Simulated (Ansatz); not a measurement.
# HRh2 (Fm-3m) in Ansatz: reference runs

How does HRh2 come out in PBE? The cell is run as given and disturbed.

Program: Ansatz 0.2.0. These are calculated values, not measurements. Logs are shortened: lines on timing, memory, paths and dates and some standing lists are left out, and cuts for length are marked.

## 1. Starting point

The structure is cubic, space group Fm-3m (No. 225). The conventional cell has a = 5.153 Å, b = 5.153 Å, c = 5.153 Å, α = 90.00°, β = 90.00°, γ = 90.00°. H (site symmetry m-3m) is surrounded by 8 Rh at 2.23 Å. Around Rh (site symmetry -43m) lie 4 H at 2.23 Å.

The cell was built by a generator and needn't be a form met in nature.

## 2. Single point, PBE

input.yaml reads:

```yaml
crystal:
  lattice:
    - [0.0, 2.57639, 2.57639]
    - [2.57639, 0.0, 2.57639]
    - [2.57639, 2.57639, 0.0]
  atoms:
    - { symbol: H, position: [0.0, 0.0, 0.0] }
    - { symbol: Rh, position: [0.25, 0.25, 0.25] }
    - { symbol: Rh, position: [0.75, 0.75, 0.75] }
hamiltonian:
  xc: pbe
  pseudopotentials: { kind: paw }
kpoints:
  mp_grid: { grid: [9, 9, 9] }
scf:
  occupations: { method: fermi_dirac, width: 0.05 }
output:
  forces: true
  stress: true
  eigenvalues: true
```

Potentials or basis: Ansatz PAW.

Started as:

```sh
$ ansatz run input.yaml --threads 2 --pin off --max-ram 5120MiB --backend cpu --events-out ev --progress --plain --runs-dir out
```

Standard output:

```text
Warning: RAYON_NUM_THREADS=2 ignored (pool sized by the plan → 2); use --threads N
Engine: ansatz 0.2.0, x86_64-unknown-linux-gnu
Pseudopotentials: kind: paw
Pseudopotential: H, paw, valence charge 1, recommended cutoff 420 eV (normal), H.paw.azcp
Pseudopotential: Rh, paw, valence charge 17, recommended cutoff 420 eV (normal), Rh.paw.azcp
Functional definition: PBE
  parameter kappa = 0.804
  parameter beta = 0.06672455060314922
  exchange = pbe_x(kappa = kappa, mu = beta*pi^2/3)
  correlation = pbe_c(beta = beta)
Crystal: 3 atoms, lattice volume = 34.203 Å³
Basis set: ecut = 420 eV, 645 PW (Γ), exchange–correlation on 50×50×50 points (8 copies of the dense FFT grid, shifted against one another)
Bands: 22, of which v1, the nominal top of the filled ones, is band 18 counted from 1 (17 counted from 0)
Symmetry: 48 space group operations
Space group: Fm-3m (ITA 225), of the structure as read, at distance tolerance 3.2e-5 Å
k-points: 35 of 729
Non-local potential: H, projectors of the file, l = 0: 2, l = 1: 1
Non-local potential: Rh, projectors of the file, l = 0: 3, l = 1: 2, l = 2: 2, l = 3: 1
PAW form: soft (Blöchl's): semilocal exchange-correlation on the pseudo side does not see the compensation charge
PAW one-centre angular grid: H, 110 points (default); XC on 64 Gauss nodes
PAW one-centre angular grid: Rh, 590 points (default); XC on 64 Gauss nodes
Initial density: superposition of atomic densities (neutral atoms: chi_scale 0, normalization atom), corrected by the library's trained network
Initial wavefunctions: pseudopotential atomic-orbital guess
Functional: x = pbe(κ = 0.804, μ = 0.2195149727645171), c = pbe(β = 0.06672455060314922)
SCF iter   1: F=—  HF=-12819.849796 eV  |F-HF|=—  |Δ(HF+E_count)|=         —  Δρ=4.15e-3  dr2=4.04e-3  ethr=1.77e-3  ⟨swp⟩=5.6  Hψ=3030  notcnv=0
preconditioner: auto → Kerker (q_TF=auto, 2.739 Å⁻¹)  [metal: Δε(μ)=0.027 eV  Ē_g=6.925 eV  σ=0.050 eV  W_gap=0.13  n_scr=14 (ndim 8)  ℏωp=27.7 eV  f_vac=0.000  D(μ)=4.25/eV (n_scr^D=58)]
SCF iter   2: F=—  HF=-12819.851777 eV  |F-HF|=—  |Δ(HF+E_count)|=   1.98e-3  Δρ=2.44e-3  dr2=1.67e-3  ethr=1.15e-5  ⟨swp⟩=1.9  Hψ=1349  notcnv=0
SCF iter   3: F=—  HF=-12819.851577 eV  |F-HF|=—  |Δ(HF+E_count)|=   2.01e-4  Δρ=3.25e-4  dr2=3.77e-5  ethr=4.78e-6  ⟨swp⟩=2.0  Hψ=932  notcnv=0
SCF iter   4: F=—  HF=-12819.851576 eV  |F-HF|=—  |Δ(HF+E_count)|=   6.22e-7  Δρ=1.53e-4  dr2=3.22e-6  ethr=1.08e-7  ⟨swp⟩=2.1  Hψ=1075  notcnv=0
SCF iter   5: F=—  HF=-12819.851578 eV  |F-HF|=—  |Δ(HF+E_count)|=   1.69e-6  Δρ=2.50e-5  dr2=1.88e-7  ethr=9.21e-9  ⟨swp⟩=2.0  Hψ=1066  notcnv=0
SCF iter   6: F=-12819.851578 eV  HF=-12819.851578 eV  |F-HF|=5.57e-9  |Δ(HF+E_count)|=   9.29e-9  Δρ=6.53e-6  dr2=1.86e-8  ethr=2.86e-10  ⟨swp⟩=4.9  Hψ=2793  notcnv=0
SCF 1 converged in 6 iterations: F = -12819.851578 eV  dr2 = 1.86e-8
SCF converged after 6 iterations
Free energy (F): -12819.851578 eV
Harris-Foulkes:  -12819.851578 eV  (|F-HF|=5.57e-9)
Internal energy: -12819.817271 eV  (E = F + TS)
E sigma→0 (E₀):  -12819.834424 eV
Entropy (-TS):   -0.034307 eV (-11.436 meV/atom)
Fermi energy:    17.755313 eV
--- Per-component energies (eV) ---
  E_band       = -300.978533
  E_kinetic    = 1160.316518
  E_local      = -3741.534116  (includes V_loc(G=0)·N_el)
  E_nonlocal   = 716.112839
  E_hartree    = 1338.584125
  E_xc         = -450.970206
  E_vxc        = -566.341543  (∫ρ·V_xc dr)
  E_paw        = -7176.799114  (= ΣΔE_a)
  E_vpaw       = -546.706341  (= ΣTr[D̂ρ^β])
  E_aug_tail   = 0.001068  (compensation charges beyond the density's cutoff)
  E_ewald      = -4665.528387
  E_smearing   = -0.034307  (= −TS)
  E_closure    = -0.000000  (closes the sum)
  Σ components = -12819.851578   (vs F -12819.851578, Δ=0.00e0)
--- Forces (eV/Å), atoms counted from 1 ---
  atom   1  H     -0.00000000     0.00000000    -0.00000000
  atom   2  Rh    -0.00000000    -0.00000000     0.00000000
  atom   3  Rh    -0.00000000     0.00000000     0.00000000
  max |Σ_I F_I| component: 5.78e-18 eV/Å
--- Stress (GPa, compression-positive) ---
        0.126307       0.000000       0.000000
        0.000000       0.126307       0.000000
       -0.000000       0.000000       0.126307
  P = ⅓ Tr σ = 0.1263 GPa (1.263 kbar)
--- Band table (eV; the first three rows and the last of 35) ---
  k-point 0: bands = ["-60.6101", "-60.4169", "-28.6590", "-28.6590", "-28.6590", "-28.1953", "-28.1953", "-28.1953", "8.9500", "12.8471", "12.8471", "13.2776", "13.2776", "13.2776", "18.3188", "18.3188", "18.3188", "19.9242", "19.9242", "20.8574", "28.8994", "28.8994"]
  k-point 1: bands = ["-60.6041", "-60.4226", "-28.6479", "-28.6460", "-28.6460", "-28.2126", "-28.2103", "-28.2103", "9.1545", "12.9805", "12.9805", "13.2385", "13.4225", "13.4225", "18.1489", "18.1889", "18.1889", "19.5354", "19.5354", "21.1477", "27.4419", "29.1581"]
  k-point 2: bands = ["-60.5871", "-60.4391", "-28.6148", "-28.6082", "-28.6082", "-28.2611", "-28.2531", "-28.2531", "9.6995", "13.2343", "13.3753", "13.3753", "13.8400", "13.8400", "17.7274", "17.8026", "17.8026", "18.5767", "18.5767", "21.6386", "25.0270", "29.6559"]
  k-point 34: bands = ["-60.5195", "-60.5045", "-28.7589", "-28.7553", "-28.4891", "-28.3911", "-28.1311", "-28.1235", "10.9515", "13.6092", "13.7949", "13.9528", "15.3122", "16.2444", "16.3187", "16.5388", "17.3550", "17.6976", "18.0009", "20.2019", "23.1192", "23.4374"]
```

Wall time 0.71 s (2 threads of AMD EPYC 7R43 (Zen 3), shared host); peak memory 0.35 GiB.

What came out:

* Free energy: -12819.8516 eV
* Pressure: 0.1 GPa
* Band gap on the k mesh: none (metal or under the smearing width)

Levels at points of the mesh, in eV from the Fermi level:
```csv
k point,band 15,band 16,band 17,band 18,band 19,band 20
"(0.00, 0.00, 0.00)",0.56,0.56,0.56,2.17,2.17,3.10
```

## 3. Single point, PBE (atoms moved at random, drawn with an rms of 0.05 Å)

input.yaml, as its differences from that of step 2:

```diff
@@ -6,5 +6,5 @@
   atoms:
-    - { symbol: H, position: [0.0, 0.0, 0.0] }
-    - { symbol: Rh, position: [0.25, 0.25, 0.25] }
-    - { symbol: Rh, position: [0.75, 0.75, 0.75] }
+    - { symbol: H, position: [0.010217, 0.002272, -0.012218] }
+    - { symbol: Rh, position: [0.257877, 0.275226, 0.233925] }
+    - { symbol: Rh, position: [0.748086, 0.747441, 0.750247] }
 hamiltonian:
```

Potentials or basis: Ansatz PAW.

Started as:

```sh
$ ansatz run input.yaml --threads 2 --pin off --max-ram 5120MiB --backend cpu --events-out ev --progress --plain --runs-dir out
```

Standard output:

```text
Warning: RAYON_NUM_THREADS=2 ignored (pool sized by the plan → 2); use --threads N
Engine: ansatz 0.2.0, x86_64-unknown-linux-gnu
Pseudopotentials: kind: paw
Pseudopotential: H, paw, valence charge 1, recommended cutoff 420 eV (normal), H.paw.azcp
Pseudopotential: Rh, paw, valence charge 17, recommended cutoff 420 eV (normal), Rh.paw.azcp
Functional definition: PBE
  parameter kappa = 0.804
  parameter beta = 0.06672455060314922
  exchange = pbe_x(kappa = kappa, mu = beta*pi^2/3)
  correlation = pbe_c(beta = beta)
Crystal: 3 atoms, lattice volume = 34.203 Å³
Basis set: ecut = 420 eV, 645 PW (Γ), exchange–correlation on 50×50×50 points (8 copies of the dense FFT grid, shifted against one another)
Bands: 22, of which v1, the nominal top of the filled ones, is band 18 counted from 1 (17 counted from 0)
Symmetry: 1 space group operations
Space group: P1 (ITA 1), of the structure as read, at distance tolerance 3.2e-5 Å
k-points: 365 of 729 (time reversal used)
Non-local potential: H, projectors of the file, l = 0: 2, l = 1: 1
Non-local potential: Rh, projectors of the file, l = 0: 3, l = 1: 2, l = 2: 2, l = 3: 1
PAW form: soft (Blöchl's): semilocal exchange-correlation on the pseudo side does not see the compensation charge
PAW one-centre angular grid: H, 110 points (default); XC on 64 Gauss nodes
PAW one-centre angular grid: Rh, 590 points (default); XC on 64 Gauss nodes
Initial density: superposition of atomic densities (neutral atoms: chi_scale 0, normalization atom), corrected by the library's trained network
Initial wavefunctions: pseudopotential atomic-orbital guess
Functional: x = pbe(κ = 0.804, μ = 0.2195149727645171), c = pbe(β = 0.06672455060314922)
SCF iter   1: F=—  HF=-12819.826687 eV  |F-HF|=—  |Δ(HF+E_count)|=         —  Δρ=7.02e-3  dr2=7.46e-3  ethr=1.77e-3  ⟨swp⟩=5.6  Hψ=31630  notcnv=0
preconditioner: auto → Kerker (q_TF=auto, 2.739 Å⁻¹)  [metal: Δε(μ)=0.002 eV  Ē_g=6.949 eV  σ=0.050 eV  W_gap=0.01  n_scr=14 (ndim 8)  ℏωp=27.7 eV  f_vac=0.000  D(μ)=4.19/eV (n_scr^D=58)]
SCF iter   2: F=—  HF=-12819.827903 eV  |F-HF|=—  |Δ(HF+E_count)|=   1.22e-3  Δρ=3.14e-3  dr2=2.28e-3  ethr=2.13e-5  ⟨swp⟩=2.0  Hψ=13740  notcnv=0
SCF iter   3: F=—  HF=-12819.827587 eV  |F-HF|=—  |Δ(HF+E_count)|=   3.17e-4  Δρ=7.22e-4  dr2=1.98e-4  ethr=6.51e-6  ⟨swp⟩=1.6  Hψ=8680  notcnv=0
SCF iter   4: F=—  HF=-12819.827531 eV  |F-HF|=—  |Δ(HF+E_count)|=   5.58e-5  Δρ=2.08e-4  dr2=5.72e-6  ethr=5.66e-7  ⟨swp⟩=2.1  Hψ=10235  notcnv=0
SCF iter   5: F=—  HF=-12819.827531 eV  |F-HF|=—  |Δ(HF+E_count)|=   1.33e-7  Δρ=6.92e-5  dr2=7.01e-7  ethr=1.63e-8  ⟨swp⟩=2.5  Hψ=13560  notcnv=0
SCF iter   6: F=-12819.827531 eV  HF=-12819.827531 eV  |F-HF|=7.86e-9  |Δ(HF+E_count)|=   2.06e-7  Δρ=1.91e-5  dr2=5.28e-8  ethr=2.86e-10  ⟨swp⟩=5.1  Hψ=33547  notcnv=0
SCF 1 converged in 6 iterations: F = -12819.827531 eV  dr2 = 5.28e-8
SCF converged after 6 iterations
Free energy (F): -12819.827531 eV
Harris-Foulkes:  -12819.827531 eV  (|F-HF|=7.86e-9)
Internal energy: -12819.793196 eV  (E = F + TS)
E sigma→0 (E₀):  -12819.810364 eV
Entropy (-TS):   -0.034335 eV (-11.445 meV/atom)
Fermi energy:    17.743331 eV
--- Per-component energies (eV) ---
  E_band       = -301.130628
  E_kinetic    = 1160.547372
  E_local      = -3747.188269  (includes V_loc(G=0)·N_el)
  E_nonlocal   = 716.170596
  E_hartree    = 1341.257782
  E_xc         = -451.029684
  E_vxc        = -566.421781  (∫ρ·V_xc dr)
  E_paw        = -7176.834403  (= ΣΔE_a)
  E_vpaw       = -546.754950  (= ΣTr[D̂ρ^β])
  E_aug_tail   = 0.001038  (compensation charges beyond the density's cutoff)
  E_ewald      = -4662.717628
  E_smearing   = -0.034335  (= −TS)
  E_closure    = 0.000000  (closes the sum)
  Σ components = -12819.827531   (vs F -12819.827531, Δ=0.00e0)
--- Forces (eV/Å), atoms counted from 1 ---
  atom   1  H     -0.06242666     0.00775345    -0.00773255
  atom   2  Rh    -0.08484691     0.06714092    -0.48215332
  atom   3  Rh     0.14727265    -0.07489226     0.48988513
  max |Σ_I F_I| component: 2.11e-6 eV/Å
--- Stress (GPa, compression-positive) ---
        0.237404      -0.770804      -0.112785
       -0.770804       0.081583      -0.104614
       -0.112783      -0.104616       2.421358
  P = ⅓ Tr σ = 0.9134 GPa (9.134 kbar)
--- Band table (eV; the first three rows and the last of 365) ---
  k-point 0: bands = ["-60.6149", "-60.4151", "-28.6900", "-28.6621", "-28.6467", "-28.2048", "-28.1939", "-28.1829", "8.9507", "12.8411", "12.8595", "13.2535", "13.2707", "13.2973", "18.2252", "18.3040", "18.3223", "19.9016", "19.9039", "20.9436", "28.9220", "28.9410"]
  k-point 1: bands = ["-60.6089", "-60.4209", "-28.6795", "-28.6508", "-28.6343", "-28.2207", "-28.2082", "-28.1968", "9.1534", "12.9578", "12.9885", "13.2465", "13.4027", "13.4416", "18.0948", "18.1411", "18.1851", "19.5286", "19.5373", "21.2119", "27.4794", "29.1748"]
  k-point 2: bands = ["-60.5916", "-60.4376", "-28.6495", "-28.6178", "-28.5985", "-28.2663", "-28.2489", "-28.2343", "9.6926", "13.1829", "13.3669", "13.4059", "13.8239", "13.8662", "17.6652", "17.7403", "17.7790", "18.6180", "18.6498", "21.6511", "25.0758", "29.6047"]
  k-point 364: bands = ["-60.5237", "-60.5042", "-28.6049", "-28.5800", "-28.5083", "-28.3766", "-28.3186", "-28.2768", "10.8462", "13.8440", "14.5256", "14.9139", "15.3024", "15.5016", "15.6397", "16.1431", "16.5849", "17.0123", "17.8934", "18.6230", "24.2575", "28.2898"]
```

Run time: 7.4 s. Hardware: 2 threads of AMD EPYC 7R43 (Zen 3), shared host; peak memory 0.57 GiB.

What came out:

```yaml
Free_energy: -12819.8275 eV
Pressure: 0.9 GPa
Largest_force: 0.517 eV/Å
Band_gap_on_the_k_mesh: none (metal or under the smearing width)
```

Forces on the atoms (eV/Å):
```
H   -0.062  0.008 -0.008
Rh  -0.085  0.067 -0.482
Rh   0.147 -0.075  0.490
```
